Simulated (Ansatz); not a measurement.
CsBa₃, space group Fm-3m: a scan of the energy under strain, run with Ansatz's Python interface.

Script `csba3.py`:
```python
# -*- coding: utf-8 -*-
"""A biaxial strain scan of CsBa3."""

import ansatz as az
import numpy as np
from tabulate import tabulate

VECTORS = np.array([
    [0.0, 5.221284, 5.221284],
    [5.221284, 0.0, 5.221284],
    [5.221284, 5.221284, 0.0],
])
SITES = [
    ("Cs", (0.0, 0.0, 0.0)),
    ("Ba", (0.25, 0.25, 0.25)),
    ("Ba", (0.75, 0.75, 0.75)),
    ("Ba", (0.5, 0.5, 0.5)),
]


def crystal_on(cell):
    crystal = az.Crystal(lattice=az.Lattice.of(cell))
    for symbol, position in SITES:
        crystal = crystal.atom(symbol, position)
    return crystal


def main():
    # clamped ions: the fractional positions stay as typed
    values = np.linspace(-0.01, 0.01, 5)
    energies = []
    for d in values:
        strain = np.diag([d, d, 0])
        cell = VECTORS @ (np.eye(3) + strain)
        setup = (
            crystal_on(cell).calculation()
            .occupations("methfessel_paxton", width=0.15)
            .functional("pbe")
            .basis(510)
            .kpoints(4, 4, 4)
            .stress()
        )
        summary = setup.run().report
        energies.append(summary["free_energy_ev"] / len(SITES))
        s = summary["stress_gpa"]
        print(f"d = {d:+.4f}  stress xx yy zz xy (GPa): {s[0][0]:8.3f} {s[1][1]:8.3f} {s[2][2]:8.3f} {s[0][1]:8.3f}")
    energies = np.array(energies)

    print(tabulate(zip(values, 1000 * (energies - energies.min())), headers=["strain", "dE (meV/atom)"], floatfmt=".3f"))
    curvature = 2 * np.polyfit(values, energies, 3)[1]
    volume = abs(np.linalg.det(VECTORS)) / len(SITES)
    print(f"d2E/dd2 over the volume: {curvature / volume * 160.21766:.1f} GPa")


if __name__ == "__main__":
    main()
```

How much energy does this biaxial strain cost, and what curvature follows?

Against the unstrained cell the energy per atom changes by +0.92 meV at one end of the scan and -0.12 meV at the other, and its second derivative over the volume is 18.0 GPa.

The run itself:

```console
$ python csba3.py
d = -0.0100  stress xx yy zz xy (GPa):    0.150    0.150    0.162   -0.000
d = -0.0050  stress xx yy zz xy (GPa):    0.104    0.104    0.109    0.000
d = +0.0000  stress xx yy zz xy (GPa):    0.058    0.058    0.058    0.000
d = +0.0050  stress xx yy zz xy (GPa):    0.013    0.013    0.009    0.000
d = +0.0100  stress xx yy zz xy (GPa):   -0.032   -0.032   -0.038    0.000
  strain    dE (meV/atom)
--------  ---------------
  -0.010            1.077
  -0.005            0.519
   0.000            0.159
   0.005            0.000
   0.010            0.041
d2E/dd2 over the volume: 18.0 GPa
```

Notes:
- The mesh is modest for a metal, so energies can be off by several to tens of meV an atom and pressures by half a GPa or more; differences at equal mesh fare better.
- The curvature belongs to this strain pattern and to the cell's stress; it equals a single elastic constant only for simple patterns.
- In a metal a curvature from energy changes of a few meV or less hangs on mesh and smearing, in size and even in sign.
- The structure comes from a database of computed cells and needn't be a stable or known phase.
- The ions keep their fractional positions (clamped ions).
- Finished in 40 s on 1 thread of Intel(R) Xeon(R) Platinum 8259CL CPU @ 2.50GHz (Skylake/Cascade Lake), with other jobs on the host, peak memory 0.66 GiB.

(A comment or docstring line of the script was reworded after the run, the code is as it ran; lines on the test bed's own set-up are left out of the output.)
